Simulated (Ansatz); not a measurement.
# Ta3N (P-3m1) in Ansatz: a series of runs

The runs below take Ta3N through band structure, with revPBE, BLYP, r2SCAN.

All numbers are computed with Ansatz 0.2.0; they aren't measurements. Logs are shortened: lines on timing, memory, paths and dates and some standing lists are left out, and cuts for length are marked.

**1. The structure**

The structure is trigonal, space group P-3m1 (No. 164). Conventional cell: a = 3.032 Å, b = 3.032 Å, c = 7.524 Å, α = 90.00°, β = 90.00°, γ = 120.00°. Ta (site symmetry 3m) has 3 N at 2.19 Å as nearest neighbours. Ta (site symmetry -3m) is surrounded by 12 Ta at 3.01 to 3.03 Å. Around N (site symmetry -3m) lie 6 Ta at 2.19 Å.

The cell comes from a database or a generator and needn't be the stable form of this composition.

**2. Band structure, revPBE**

The input, input.yaml:

```yaml
crystal:
  lattice:
    - [3.0322239879, 0.0, 0.0]
    - [-1.516111994, 2.6259830035, 0.0]
    - [0.0, 0.0, 7.524137]
  atoms:
    - { symbol: Ta, position: [0.6666666667, 0.3333333333, 0.82607] }
    - { symbol: Ta, position: [0.3333333333, 0.6666666667, 0.17393] }
    - { symbol: Ta, position: [0.0, 0.0, 0.5] }
    - { symbol: "N", position: [0.0, 0.0, 0.0] }
hamiltonian:
  xc: revpbe
  pseudopotentials: { kind: paw }
kpoints:
  mp_grid: { grid: [7, 7, 3] }
  band_path:
    path:
      - [[0.0, 0.0, 0.0], [0.5, 0.0, 0.0], [0.3333333333, 0.3333333333, 0.0], [0.0, 0.0, 0.0], [0.0, 0.0, 0.5], [0.5, 0.0, 0.5], [0.3333333333, 0.3333333333, 0.5], [0.0, 0.0, 0.5]]
      - [[0.5, 0.0, 0.5], [0.5, 0.0, 0.0]]
      - [[0.3333333333, 0.3333333333, 0.0], [0.3333333333, 0.3333333333, 0.5]]
    npoints: 14
scf:
  occupations: { method: fermi_dirac, width: 0.05 }
  n_extra_bands: 10
output:
  forces: true
  stress: true
  eigenvalues: true
  fatbands: true
```

Potentials or basis: Ansatz PAW.

The run is started by

```sh
$ ansatz run input.yaml --threads 2 --pin off --max-ram 5632MiB --backend cpu --events-out ev --progress --plain --runs-dir out
```

Output:

```text
Warning: RAYON_NUM_THREADS=2 ignored (pool sized by the plan → 2); use --threads N
scf.n_extra_bands = 10 over 22 filled bands (N_el = 44.0): the run solves 32 bands
Engine: ansatz 0.2.0, aarch64-unknown-linux-gnu
Pseudopotentials: kind: paw
Pseudopotential: Ta, paw, valence charge 13, recommended cutoff 420 eV (normal), Ta.paw.azcp
Pseudopotential: N, paw, valence charge 5, recommended cutoff 420 eV (normal), N.paw.azcp
Functional definition: revPBE
  parameter kappa = 1.245
  parameter beta = 0.06672455060314922
  exchange = pbe_x(kappa = kappa, mu = beta*pi^2/3)
  correlation = pbe_c(beta = beta)
Crystal: 4 atoms, lattice volume = 59.911 Å³
Basis set: ecut = 420 eV, 1189 PW (Γ), exchange–correlation on 48×48×108 points (8 copies of the dense FFT grid, shifted against one another)
Bands: 32, of which v1, the nominal top of the filled ones, is band 22 counted from 1 (21 counted from 0)
Symmetry: 12 space group operations
Space group: P-3m1 (ITA 164), of the structure as read, at distance tolerance 3.9e-5 Å
k-points: 20 of 147
Non-local potential: Ta, projectors of the file, l = 0: 3, l = 1: 2, l = 2: 2, l = 3: 1
Non-local potential: N, projectors of the file, l = 0: 2, l = 1: 2, l = 2: 1
PAW form: soft (Blöchl's): semilocal exchange-correlation on the pseudo side does not see the compensation charge
PAW frozen core: Ta, regenerated for the run's functional, and the local potential with it (the file was generated under x = pbe(κ = 0.804, μ = 0.2195149727645171), c = pbe(β = 0.06672455060314922))
PAW frozen core: N, regenerated for the run's functional, and the local potential with it (the file was generated under x = pbe(κ = 0.804, μ = 0.2195149727645171), c = pbe(β = 0.06672455060314922))
PAW one-centre angular grid: Ta, 590 points (default); XC on 64 Gauss nodes
PAW one-centre angular grid: N, 110 points (default); XC on 64 Gauss nodes
Initial density: superposition of atomic densities (neutral atoms: chi_scale 0, normalization atom), corrected by the library's trained network
Initial wavefunctions: pseudopotential atomic-orbital guess
Functional: x = revpbe(κ = 1.245, μ = 0.2195149727645171), c = pbe(β = 0.06672455060314922)
SCF iter   1: F=—  HF=-30210.435258 eV  |F-HF|=—  |Δ(HF+E_count)|=         —  Δρ=8.37e-3  dr2=8.36e-2  ethr=1.77e-3  ⟨swp⟩=5.7  Hψ=2698  notcnv=0  defer=13
preconditioner: auto → Kerker (q_TF=auto, 2.591 Å⁻¹)  [metal: Δε(μ)=0.008 eV  Ē_g=8.306 eV  σ=0.050 eV  W_gap=0.04  n_scr=24 (ndim 8)  ℏωp=21.5 eV  f_vac=0.000  D(μ)=3.67/eV (n_scr^D=36)]
SCF iter   2: F=—  HF=-30210.430266 eV  |F-HF|=—  |Δ(HF+E_count)|=   4.99e-3  Δρ=5.13e-3  dr2=3.17e-2  ethr=1.90e-4  ⟨swp⟩=1.1  Hψ=802  notcnv=0  defer=18
SCF iter   3: F=—  HF=-30210.427196 eV  |F-HF|=—  |Δ(HF+E_count)|=   3.07e-3  Δρ=6.42e-4  dr2=2.08e-4  ethr=7.21e-5  ⟨swp⟩=1.1  Hψ=611  notcnv=0  defer=18
SCF iter   4: F=—  HF=-30210.427144 eV  |F-HF|=—  |Δ(HF+E_count)|=   5.17e-5  Δρ=1.77e-4  dr2=3.62e-5  ethr=4.72e-7  ⟨swp⟩=2.0  Hψ=800  notcnv=0  defer=18
SCF iter   5: F=—  HF=-30210.427145 eV  |F-HF|=—  |Δ(HF+E_count)|=   1.08e-6  Δρ=4.15e-5  dr2=9.64e-7  ethr=8.23e-8  ⟨swp⟩=2.1  Hψ=765  notcnv=0  defer=21
SCF iter   6: F=-30210.427145 eV  HF=-30210.427145 eV  |F-HF|=3.10e-8  |Δ(HF+E_count)|=   1.77e-7  Δρ=9.12e-6  dr2=6.53e-8  ethr=2.27e-10  ⟨swp⟩=9.4  Hψ=2771  notcnv=0
SCF 1 converged in 6 iterations: F = -30210.427145 eV  dr2 = 6.53e-8
NSCF: frozen V_eff on 129 k-points
SCF converged after 6 iterations
Free energy (F): -30210.427145 eV
Harris-Foulkes:  -30210.427145 eV  (|F-HF|=3.10e-8)
Internal energy: -30210.397909 eV  (E = F + TS)
E sigma→0 (E₀):  -30210.412527 eV
Entropy (-TS):   -0.029235 eV (-7.309 meV/atom)
Fermi energy:    18.963437 eV
--- Per-component energies (eV) ---
  E_band       = -298.193511
  E_kinetic    = 1228.855129
  E_local      = -1891.252818  (includes V_loc(G=0)·N_el)
  E_nonlocal   = 84.942664
  E_hartree    = 661.820184
  E_xc         = -716.721023
  E_vxc        = -688.999981  (∫ρ·V_xc dr)
  E_paw        = -25343.738338  (= ΣΔE_a)
  E_vpaw       = -355.373187  (= ΣTr[D̂ρ^β])
  E_aug_tail   = 0.000541  (compensation charges beyond the density's cutoff)
  E_ewald      = -4234.232586
  E_core_change = -0.071663  (= ΣΔE_core)
  E_smearing   = -0.029235  (= −TS)
  E_closure    = -0.000000  (closes the sum)
  Σ components = -30210.427145   (vs F -30210.427145, Δ=0.00e0)
--- Forces (eV/Å), atoms counted from 1 ---
  atom   1  Ta     0.00000000     0.00000000     0.20798030
  atom   2  Ta     0.00000000     0.00000000    -0.20798030
  atom   3  Ta     0.00000000    -0.00000000     0.00000000
  atom   4  N     -0.00000000     0.00000000     0.00000000
  max |Σ_I F_I| component: 5.55e-17 eV/Å
--- Stress (GPa, compression-positive) ---
        1.399120       0.000000      -0.000000
       -0.000000       1.399120      -0.000000
       -0.000000      -0.000000       3.001690
  P = ⅓ Tr σ = 1.9333 GPa (19.333 kbar)
--- Band table (eV; the first three rows and the last of 20) ---
  k-point 0: bands = ["-49.3944", "-49.3682", "-48.7929", "-16.2234", "-15.9322", "-15.6099", "-15.6099", "-15.5814", "-15.5814", "-15.1254", "-14.9504", "-14.9504", "1.7952", "10.4350", "12.1884", "13.5247", "13.5247", "15.3863", "17.5200", "18.4778", "18.4778", "18.6437", "19.2361", "19.2361", "19.8636", "20.7910", "20.7910", "21.2463", "21.2463", "22.2428", "22.7807", "22.7807"]
  k-point 1: bands = ["-49.3936", "-49.3690", "-48.7928", "-16.2918", "-15.8184", "-15.6119", "-15.6119", "-15.5793", "-15.5793", "-15.1719", "-14.9505", "-14.9505", "1.8082", "10.1994", "12.6097", "13.5205", "13.5205", "15.2358", "17.5319", "18.1085", "18.6286", "18.6286", "19.4252", "19.4252", "20.0935", "20.3489", "20.3489", "20.8621", "20.8621", "23.0052", "23.0707", "23.0707"]
  k-point 2: bands = ["-49.3838", "-49.3599", "-48.7843", "-16.1952", "-15.9230", "-15.7432", "-15.7085", "-15.6527", "-15.6036", "-15.1256", "-15.0735", "-14.9792", "1.9773", "10.9561", "12.1521", "13.4936", "13.5270", "15.8398", "16.7253", "17.6268", "18.4646", "18.9172", "18.9572", "19.6546", "19.9643", "20.1348", "20.8026", "21.4251", "21.9894", "23.0121", "23.0214", "23.6521"]
  k-point 19: bands = ["-49.3290", "-49.3244", "-48.7431", "-16.2697", "-16.1816", "-16.0597", "-15.9892", "-15.8581", "-15.8080", "-15.4237", "-15.2899", "-15.1392", "2.6904", "11.4197", "12.0256", "12.7111", "16.1091", "16.2425", "16.7337", "17.1960", "17.5747", "17.8484", "18.8888", "19.8768", "21.9142", "22.0971", "22.7091", "23.5694", "23.7313", "24.0011", "24.9935", "26.1894"]
```

It took 5.8 s on 2 threads of Arm Neoverse V2, shared host; peak memory 0.37 GiB.

Results:

* Free energy: -30210.4271 eV
* Pressure: 1.9 GPa
* Largest force: 0.208 eV/Å
* Band gap on the k mesh: none (metal or under the smearing width)

Forces in eV/Å, atoms in the order of the input:
```
Ta   0.000  0.000  0.208
Ta   0.000  0.000 -0.208
Ta   0.000  0.000  0.000
N    0.000  0.000  0.000
```

Stress tensor (GPa, compression positive):
```
1.40 0.00 0.00
0.00 1.40 0.00
0.00 0.00 3.00
```

Levels at the corners of the path, in eV from the Fermi level:
```
point  band 20  band 21  band 22  band 23  band 24  band 25
    Γ    -0.49    -0.49    -0.32     0.27     0.27     0.90
    M    -1.23    -0.52     0.14     0.68     0.83     3.46
    K    -1.43    -1.43    -0.56     0.49     0.49     3.20
    Γ    -0.49    -0.49    -0.32     0.27     0.27     0.90
    A    -1.16    -0.27    -0.27     0.54     0.54     1.19
    L    -1.38    -1.27     0.12     0.91     1.24     2.39
    H    -1.47    -1.47    -1.44     0.41     0.41     3.01
    A    -1.16    -0.27    -0.27     0.54     0.54     1.19
    L    -1.38    -1.27     0.12     0.91     1.24     2.39
    M    -1.23    -0.52     0.14     0.68     0.83     3.46
    K    -1.43    -1.43    -0.56     0.49     0.49     3.20
    H    -1.47    -1.47    -1.44     0.41     0.41     3.01
```

Caveat: spin-orbit coupling is left out, which moves the levels of the heavy elements; the PAW data sets come from PBE, with cores solved anew for the run's functional, which leaves a small shift of forces and pressure.

**3. Band structure, BLYP**

input.yaml, as its differences from that of step 2:

```diff
@@ -11,3 +11,3 @@
 hamiltonian:
-  xc: revpbe
+  xc: blyp
   pseudopotentials: { kind: paw }
@@ -28,2 +28,6 @@
   eigenvalues: true
-  fatbands: true
+  fatbands: false
+  write_density: true
+  write_potential: true
+  elf: true
+  volumetric_format: npy
```

Potentials or basis: Ansatz PAW.

The run is started by

```sh
$ ansatz run input.yaml --threads 2 --pin off --max-ram 5632MiB --backend cpu --events-out ev --progress --plain --runs-dir out
```

Output:

```text
Warning: RAYON_NUM_THREADS=2 ignored (pool sized by the plan → 2); use --threads N
scf.n_extra_bands = 10 over 22 filled bands (N_el = 44.0): the run solves 32 bands
Engine: ansatz 0.2.0, aarch64-unknown-linux-gnu
Pseudopotentials: kind: paw
Pseudopotential: Ta, paw, valence charge 13, recommended cutoff 420 eV (normal), Ta.paw.azcp
Pseudopotential: N, paw, valence charge 5, recommended cutoff 420 eV (normal), N.paw.azcp
Functional definition: BLYP
  parameter beta = 0.0042
  parameter a = 0.04918
[... 60 lines left out ...]
  max |Σ_I F_I| component: 2.78e-17 eV/Å
--- Stress (GPa, compression-positive) ---
        6.491736       0.000000      -0.000000
        0.000000       6.491736      -0.000000
       -0.000000      -0.000000       8.874471
  P = ⅓ Tr σ = 7.2860 GPa (72.860 kbar)
--- Band table (eV; the first three rows and the last of 20) ---
  k-point 0: bands = ["-49.0218", "-48.9959", "-48.3882", "-15.8622", "-15.5755", "-15.2548", "-15.2548", "-15.2267", "-15.2267", "-14.7503", "-14.5788", "-14.5788", "2.3530", "10.9832", "12.7417", "13.9470", "13.9470", "15.8480", "18.0868", "18.8608", "18.8608", "19.0175", "19.5773", "19.5773", "20.2206", "21.1117", "21.1117", "21.5788", "21.5788", "22.8820", "23.0867", "23.0867"]
  k-point 1: bands = ["-49.0210", "-48.9967", "-48.3882", "-15.9296", "-15.4653", "-15.2567", "-15.2567", "-15.2247", "-15.2247", "-14.7941", "-14.5789", "-14.5789", "2.3659", "10.7540", "13.1392", "13.9429", "13.9429", "15.7669", "18.0099", "18.5141", "19.0138", "19.0138", "19.7569", "19.7569", "20.4455", "20.6738", "20.6738", "21.2186", "21.2186", "23.3530", "23.3530", "23.7170"]
  k-point 2: bands = ["-49.0112", "-48.9877", "-48.3796", "-15.8341", "-15.5665", "-15.3871", "-15.3531", "-15.2971", "-15.2489", "-14.7500", "-14.7020", "-14.6077", "2.5299", "11.4981", "12.6671", "13.9533", "13.9948", "16.2960", "17.2397", "18.0735", "18.8293", "19.2717", "19.3315", "20.0048", "20.3145", "20.5157", "21.1228", "21.7417", "22.3343", "23.3316", "23.4661", "24.0077"]
  k-point 19: bands = ["-48.9567", "-48.9522", "-48.3381", "-15.9069", "-15.8219", "-15.7006", "-15.6308", "-15.5038", "-15.4544", "-15.0547", "-14.9193", "-14.7603", "3.2143", "11.9551", "12.5289", "13.1922", "16.5861", "16.7232", "17.2144", "17.6380", "18.0219", "18.2813", "19.3119", "20.2575", "22.2491", "22.4263", "23.0433", "23.8739", "24.0415", "24.2893", "25.2829", "26.5536"]
```

bands.tsv:

```text
[... 149 lines left out ...]
7.759755	-68.319774	-68.319774	-67.703552	-35.239842	-35.144449	-35.144449	-35.064590	-34.838055	-34.838055	-34.373151	-34.373151	-34.129746	-16.124721	-7.156036	-7.156036	-6.113274	-2.453231	-2.453231	-2.426634	-1.422049	-1.422049	-1.369500	0.413163	0.413163	2.935528	2.935528	4.469453	4.469453	4.548746	4.588739	5.944167	7.427888
7.789579	-68.319773	-68.319773	-67.703552	-35.240129	-35.144624	-35.144624	-35.064231	-34.837738	-34.837738	-34.373293	-34.373293	-34.129816	-16.124713	-7.155576	-7.155576	-6.113408	-2.454918	-2.454918	-2.416716	-1.422055	-1.422055	-1.383494	0.412082	0.412082	2.935033	2.935033	4.482282	4.482282	4.566963	4.581291	5.938708	7.412603
```

Wall time 4 s (2 threads of Arm Neoverse V2, shared host); peak memory 0.39 GiB.

Results:

| Item | Value |
| --- | --- |
| Free energy | -30255.3794 eV |
| Pressure | 7.3 GPa |
| Largest force | 0.128 eV/Å |
| Band gap on the k mesh | none (metal or under the smearing width) |

Forces in eV/Å, atoms in the order of the input:
```
Ta   0.000  0.000 -0.128
Ta   0.000  0.000  0.128
Ta   0.000  0.000  0.000
N    0.000  0.000  0.000
```

Levels at the corners of the path, in eV from the Fermi level:
| point | band 19 | band 20 | band 21 | band 22 | band 23 | band 24 | band 25 | band 26 |
| --- | --- | --- | --- | --- | --- | --- | --- | --- |
| Γ | -1.28 | -0.51 | -0.51 | -0.35 | 0.21 | 0.21 | 0.85 | 1.74 |
| M | -3.09 | -1.08 | -0.51 | 0.14 | 0.62 | 0.91 | 3.37 | 3.95 |
| K | -2.32 | -1.41 | -1.41 | -0.53 | 0.50 | 0.50 | 3.15 | 3.15 |
| Γ | -1.28 | -0.51 | -0.51 | -0.35 | 0.21 | 0.21 | 0.85 | 1.74 |
| A | -1.28 | -1.09 | -0.29 | -0.29 | 0.46 | 0.46 | 1.13 | 1.18 |
| L | -2.91 | -1.27 | -1.23 | 0.19 | 0.90 | 1.17 | 2.32 | 4.28 |
| H | -2.42 | -1.42 | -1.42 | -1.38 | 0.41 | 0.41 | 2.94 | 2.94 |
| A | -1.28 | -1.09 | -0.29 | -0.29 | 0.46 | 0.46 | 1.13 | 1.18 |
| L | -2.91 | -1.27 | -1.23 | 0.19 | 0.90 | 1.17 | 2.32 | 4.28 |
| M | -3.09 | -1.08 | -0.51 | 0.14 | 0.62 | 0.91 | 3.37 | 3.95 |
| K | -2.32 | -1.41 | -1.41 | -0.53 | 0.50 | 0.50 | 3.15 | 3.15 |
| H | -2.42 | -1.42 | -1.42 | -1.38 | 0.41 | 0.41 | 2.94 | 2.94 |

Caveat: spin-orbit coupling is left out, which moves the levels of the heavy elements; the PAW data sets come from PBE, with cores solved anew for the run's functional, which leaves a small shift of forces and pressure.

**4. Band structure, r2SCAN**

input.yaml, as its differences from that of step 3:

```diff
@@ -11,3 +11,3 @@
 hamiltonian:
-  xc: blyp
+  xc: r2scan
   pseudopotentials: { kind: paw }
@@ -29,5 +29 @@
   fatbands: false
-  write_density: true
-  write_potential: true
-  elf: true
-  volumetric_format: npy
```

The run is started by

```sh
$ ansatz run input.yaml --threads 2 --pin off --max-ram 5632MiB --backend cpu --events-out ev --progress --plain --runs-dir out
```

Wall time 7.3 s (2 threads of Arm Neoverse V2, shared host); peak memory 0.48 GiB.

Results (log left out):

```yaml
Free_energy: -30219.9373 eV
Pressure: -3.9 GPa
Largest_force: 0.227 eV/Å
Band_gap_on_the_k_mesh: none (metal or under the smearing width)
```

Forces in eV/Å, atoms in the order of the input:
```
Ta   0.000  0.000  0.227
Ta   0.000  0.000 -0.227
Ta   0.000  0.000  0.000
N    0.000  0.000  0.000
```

Stress tensor (GPa, compression positive):
```
-5.04  0.00  0.00
 0.00 -5.04  0.00
 0.00  0.00 -1.55
```

Levels at the corners of the path, in eV from the Fermi level:
```
point  band 18  band 19  band 20  band 21  band 22  band 23  band 24  band 25  band 26  band 27
    Γ    -3.76    -1.67    -0.44    -0.44    -0.31     0.33     0.33     0.91     1.91     1.91
    M    -3.98    -3.32    -1.43    -0.56     0.10     0.75     0.77     3.61     4.23     4.56
    K    -2.61    -2.61    -1.57    -1.57    -0.65     0.53     0.53     3.42     3.42     3.70
    Γ    -3.76    -1.67    -0.44    -0.44    -0.31     0.33     0.33     0.91     1.91     1.91
    A    -4.06    -1.40    -1.20    -0.22    -0.22     0.58     0.58     1.21     1.37     1.37
    L    -3.92    -3.11    -1.58    -1.36     0.03     0.93     1.35     2.52     4.56     4.64
    H    -2.69    -2.58    -1.63    -1.63    -1.55     0.45     0.45     3.16     3.16     4.78
    A    -4.06    -1.40    -1.20    -0.22    -0.22     0.58     0.58     1.21     1.37     1.37
    L    -3.92    -3.11    -1.58    -1.36     0.03     0.93     1.35     2.52     4.56     4.64
    M    -3.98    -3.32    -1.43    -0.56     0.10     0.75     0.77     3.61     4.23     4.56
    K    -2.61    -2.61    -1.57    -1.57    -0.65     0.53     0.53     3.42     3.42     3.70
    H    -2.69    -2.58    -1.63    -1.63    -1.55     0.45     0.45     3.16     3.16     4.78
```

Caveat: spin-orbit coupling is left out, which moves the levels of the heavy elements; the PAW data sets come from PBE, with cores solved anew for the run's functional, which leaves a small shift of forces and pressure.

**5. The runs side by side**

| level | cutoff (eV) | gap on the mesh (eV) | pressure (GPa) | largest force (eV/Å) |
| --- | --- | --- | --- | --- |
| revPBE | 420 | none | 1.9 | 0.21 |
| BLYP | 420 | none | 7.3 | 0.13 |
| r2SCAN | 500 | none | -3.9 | 0.23 |

Alike in all rows: task band structure; potentials or basis Ansatz PAW; no spin polarisation; cell as given; k mesh 7 × 7 × 3; smearing fermi-dirac 0.05 eV.

Every run on the cell as given and a fine mesh finds a metal. The pressure there spans -3.9 GPa (r2SCAN) to 7.3 GPa (BLYP); a positive pressure means that this level wants a larger cell, a negative one a smaller.

Caveats: spin-orbit coupling is left out, which moves the levels of the heavy elements; the PAW data sets come from PBE, with cores solved anew for the run's functional, which leaves a small shift of forces and pressure.

Total energies depend on the potentials used, so only differences within one code and one set of settings carry meaning.
